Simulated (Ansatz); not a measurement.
**AlGaCl (doublet): wave-function methods side by side, cc-pVDZ**

An exercise on one series of results from a longer session: the logs are not shown, and one member is left open.

Method: cc-pVDZ, core rule «outside noble gas», up to 24 orbitals frozen; program: Ansatz 0.2.0, Gaussian basis.

Plan: UHF; CCSD(T) on ROHF; CCSD(T) on UHF; BCCD(T) on ROHF; CISD; CCSDT(Q) on ROHF; CCSDT(Q) on UHF.

35 further runs of the same task are left out: 11 for a known fault of the program, 12 that didn't finish, 12 set aside as unsound or not needed.

### The geometry

The geometry is a PBE0/def2-TZVP stationary point (not a proven minimum) of the parent state, kept for this charge and spin. No spin-orbit coupling is included. The filled d shell of Ga may be among the frozen orbitals whatever the setting's name suggests; the logs give the count.

3 atoms, charge 0, spin multiplicity 2.

Atoms are counted from 1 here; the program's logs count them from 0.

Bond lengths: Cl1–Al2 2.091 Å, Al2–Ga3 2.316 Å. Angles: Cl1–Al2–Ga3 180.0°.

Set-up of the first run:

Input file in.yaml:

```yaml
crystal:
  periodic: [false, false, false]
  atoms:
    - {symbol: Cl, position_ang: [0.000000, 0.000000, -2.166000]}
    - {symbol: Al, position_ang: [0.000000, 0.000000, -0.075200]}
    - {symbol: Ga, position_ang: [0.000000, 0.000000, 2.241200]}
basis:
  gaussian: {orbitals: cc-pVDZ}
magnetization: {spin_polarized: true, initial_magnetization: 1}
hamiltonian: {xc: hf}
output: {orbitals: {seedname: orbitals}}
```

The run is started by

```
ansatz run in.yaml --threads 1 --pin off --events-out ev --progress --plain --max-ram 2393MiB
```

Among the steps run: UHF; CCSD(T) on ROHF; CCSD(T) on UHF; BCCD(T) on ROHF; CISD; CCSDT(Q) on ROHF; CCSDT(Q) on UHF.

One of the session's tables, all rows but one given; the rest of the session is left out.

```
   method  from UCCSDT(Q) (meV)
     ROHF               +7247.2
      UHF               +7108.2
     RMP2               +1184.3
     UMP2               +1344.1
     CISD                +997.7
    RCCSD                +260.7
    UCCSD                     ?
 RCCSD(T)                 +50.7
 UCCSD(T)                 +64.7
  BCCD(T)                 +49.6
   RCCSDT                 +14.9
   UCCSDT                 +20.0
RCCSDT(Q)                  -2.3
UCCSDT(Q)                     0
```

Estimate the missing values for UCCSD.

**Answer.** from UCCSDT(Q) (meV): +280.2. In the column «from UCCSDT(Q) (meV)» it lies between RCCSD (+260.7) and CISD (+997.7).

Limits of these values: Restricted and unrestricted rows rest on different reference determinants; where their highest levels disagree by more than a few hundredths of an eV, they describe different states and don't form one ladder.
